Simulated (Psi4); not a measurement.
# BPH3F3 (SMILES [BH3-][P+](F)(F)F): SVWN5/6-31G(d) (spherical functions)

Aim: the energy change on altering one bond length of BPH3F3 at SVWN5/6-31G* (spherical functions), from 2 runs. 

The results are computed with Psi4 1.11.

6 further runs of the same task are left out: 4 that didn't finish, 2 set aside as unsound or not needed.

## 1. The molecule

BPH3F3 has 8 atoms, charge 0, and is taken as a singlet. SMILES: `[BH3-][P+](F)(F)F`. The shape is that of a PBE0-D4/def2-TZVP optimisation.

Bond lengths: B1–P2 1.835 Å, P2–F3 1.542 Å, P2–F4 1.542 Å, P2–F5 1.542 Å, B1–H6 1.207 Å, B1–H7 1.207 Å, B1–H8 1.207 Å. Some angles: B1–P2–F3 117.7°, B1–P2–F4 117.7°, B1–P2–F5 117.7°, F3–P2–F4 100.1°, F3–P2–F5 100.1°, F4–P2–F5 100.1°, P2–B1–H6 102.9°, P2–B1–H7 102.9°, P2–B1–H8 102.9°, H6–B1–H7 115.1°.

## 2. Energy and gradient at SVWN5/6-31G(d) (spherical functions)

job.inp reads:

```
memory 2200 mb

molecule system {
  B
  P 1 1.834994
  F 2 1.542222 1 117.6987
  F 2 1.542227 3 100.12586 1 -128.84125
  F 2 1.542225 3 100.12601 4 -102.31651
  H 1 1.207337 2 102.92326 3 -60.01517
  H 1 1.207317 6 115.14661 2 111.18907
  H 1 1.207332 7 115.14737 6 -137.6349
  units angstrom
  symmetry c1
  no_reorient
  no_com
}

set {
  basis 6-31G*
  puream true
  e_convergence 1e-09
  d_convergence 1e-08
  scf_type pk
  dft_radial_points 99
  dft_spherical_points 590
}

result, w = gradient("scf", dft_functional={"name": "SVWN5", "x_functionals": {"LDA_X": {}}, "c_functionals": {"LDA_C_VWN": {}}}, return_wfn=True)
print_variables()
```

Launch:

```bash
$ psi4 -i job.inp -o job.out -n 1
```

job.out:

```text
[...]
  Running in c1 symmetry.
[...]
  Nuclear repulsion =  269.858134463419049
[...]
  Multiplicity = 1
[...]
  Nalpha       = 25
  Nbeta        = 25
[...]
    Number of basis functions: 80
[...]
   @RKS iter   1:  -663.88270798455653    1.49944e-01   8.19729e-03 DIIS/ADIIS
[...]
   @RKS iter  11:  -664.13004946220758   -7.16227e-12   3.69244e-09 DIIS
[...]
    Orbital Energies [Eh]
    ---------------------
    Doubly Occupied:
       1A    -76.192436     2A    -24.168527     3A    -24.168446
       4A    -24.168445     5A     -6.455403     6A     -6.368911
       7A     -4.707785     8A     -4.707785     9A     -4.700297
      10A     -1.211384    11A     -1.154754    12A     -1.154753
      13A     -0.653371    14A     -0.541748    15A     -0.540476
      16A     -0.540476    17A     -0.461231    18A     -0.461230
      19A     -0.449972    20A     -0.424721    21A     -0.424721
      22A     -0.406587    23A     -0.310961    24A     -0.299505
      25A     -0.299504
[...]
  @RKS Final Energy:  -664.13004946220758
   => Energetics <=
    Nuclear Repulsion Energy =            269.8581344634190486
    One-Electron Energy =               -1459.6145694287631613
    Two-Electron Energy =                 582.0616628733537254
    DFT Exchange-Correlation Energy =     -56.4352773702170936
    Empirical Dispersion Energy =           0.0000000000000000
    VV10 Nonlocal Energy =                  0.0000000000000000
    Total Energy =                       -664.1300494622075803
[...]
 Multipole Moments:
 ------------------------------------------------------------------------------------
     Multipole            Electronic (a.u.)      Nuclear  (a.u.)        Total (a.u.)
 ------------------------------------------------------------------------------------
 L = 1.  Multiply by 2.5417464519 to convert [e a0] to [Debye]
 Dipole X            :         -0.0000236            0.0000149           -0.0000087
 Dipole Y            :          0.0001239           -0.0000854            0.0000384
 Dipole Z            :          6.6247900           -5.9344391            0.6903508
 Magnitude           :                                                    0.6903508
[...]
  -Total Gradient:
     Atom            X                  Y                   Z
    ------   -----------------  -----------------  -----------------
       1       -0.000001712409     0.000004183762    -0.010270061277
       2       -0.000001181129    -0.000003209738     0.035131471293
       3        0.000010308353     0.018225315158    -0.010484046015
       4       -0.015791724401    -0.009130086076    -0.010455206635
       5        0.015776552896    -0.009117547289    -0.010490336910
       6       -0.002949975477     0.001702691115     0.002187566195
       7        0.000000298040    -0.003409656491     0.002186711005
       8        0.002951189819     0.001703647052     0.002187555639
[...]
```

Run time: 17 s. Hardware: 1 thread of Intel Xeon Platinum 8259CL at 2.50GHz (Skylake/Cascade Lake), shared host; peak memory 0.52 GiB.

## 3. The distorted shape at the same level

bf3h3p.inp reads:

```
memory 2.2 GB

molecule molecule1 {
  0 1
  B
  P 1 1.834994
  F 2 1.542222 1 117.6987
  F 2 1.542227 3 100.12586 1 -128.84125
  F 2 2.3133 3 100.126 4 -102.31651
  H 1 1.207337 2 102.92326 3 -60.01517
  H 1 1.207317 6 115.14661 2 111.18907
  H 1 1.207332 7 115.14737 6 -137.6349
  symmetry c1
}

set basis 6-31G*
set puream true
set e_convergence 1e-09
set d_convergence 1e-08
set scf_type pk
set dft_radial_points 99
set dft_spherical_points 590

e_tot, wfn = gradient('scf', dft_functional={"name": "SVWN5", "x_functionals": {"LDA_X": {}}, "c_functionals": {"LDA_C_VWN": {}}}, return_wfn=True)
oeprop(wfn, 'MAYER_INDICES', 'DIPOLE', 'LOWDIN_CHARGES', title='SCF')
print_variables()
```

Launch:

```bash
$ psi4 -i bf3h3p.inp -o bf3h3p.out -n 1
```

bf3h3p.out (excerpt; [...] marks lines left out):

```text
[...]
  Running in c1 symmetry.
[...]
  Nuclear repulsion =  244.571848191803156
[...]
  Multiplicity = 1
[...]
  Nalpha       = 25
  Nbeta        = 25
[...]
    Number of basis functions: 80
[...]
   @RKS iter   1:  -663.71348076722052   -1.07899e-01   9.11087e-03 DIIS/ADIIS
[...]
   @RKS iter  14:  -664.00938094448475   -1.93268e-12   3.39029e-09 DIIS
[...]
  @RKS Final Energy:  -664.00938094448475
   => Energetics <=
    Nuclear Repulsion Energy =            244.5718481918031557
    One-Electron Energy =               -1409.5643909381471985
    Two-Electron Energy =                 557.2348642071843869
    DFT Exchange-Correlation Energy =     -56.2517024053250410
    Empirical Dispersion Energy =           0.0000000000000000
    VV10 Nonlocal Energy =                  0.0000000000000000
    Total Energy =                       -664.0093809444847466
[...]
  -Total Gradient:
     Atom            X                  Y                   Z
    ------   -----------------  -----------------  -----------------
       1        0.010789438642    -0.006222253024     0.001467434802
       2        0.068026892326    -0.039276101249    -0.019080257350
       3        0.003587688908     0.012335035666    -0.010044445800
       4       -0.008886133630    -0.009273798579    -0.010044319767
       5       -0.069445599795     0.040092370400     0.040093927283
       6       -0.006316873441     0.003642922960    -0.005192330422
       7        0.000258196326    -0.002160461873     0.001426545504
       8        0.001999869023     0.000854276843     0.001424624639
[...]
 Multipole Moments:
 ------------------------------------------------------------------------------------
     Multipole            Electronic (a.u.)      Nuclear  (a.u.)        Total (a.u.)
 ------------------------------------------------------------------------------------
 L = 1.  Multiply by 2.5417464519 to convert [e a0] to [Debye]
 Dipole X            :          0.5731978            0.3494677            0.9226656
 Dipole Y            :         -0.3308093           -0.2018290           -0.5326383
 Dipole Z            :          6.0082020           -6.1463388           -0.1381369
 Magnitude           :                                                    1.0742891
[...]
```

It took 18 s on 1 thread of Intel Xeon Platinum 8259CL at 2.50GHz (Skylake/Cascade Lake), shared host; peak memory 0.51 GiB.

## 4. What came out

Level: SVWN5/6-31G* (spherical functions).

| quantity | value |
| --- | --- |
| first shape: total energy | -664.13005 Eh |
| first shape: dipole moment | 1.75 D |
| first shape: HOMO energy | -8.15 eV |
| first shape: LUMO energy | -0.65 eV |
| first shape: HOMO–LUMO gap | 7.50 eV |
| first shape: largest force on an atom | 1.807 eV/Å |
| distorted shape: total energy | -664.00938 Eh |
| distorted shape: dipole moment | 2.73 D |
| distorted shape: HOMO energy | -7.41 eV |
| distorted shape: LUMO energy | -4.83 eV |
| distorted shape: HOMO–LUMO gap | 2.58 eV |
| distorted shape: largest force on an atom | 4.610 eV/Å |
| energy change with the P2–F5 bond stretched from 1.542 to 2.313 Å | 3.284 eV |

What this shows: With the P2–F5 bond stretched from 1.542 to 2.313 Å the energy rises by 3.28 eV (317 kJ/mol). The first shape isn't relaxed at this level, so the change isn't measured from a minimum. The largest force (first shape) is 1.81 eV/Å: the shape isn't a stationary point for this species at this level.
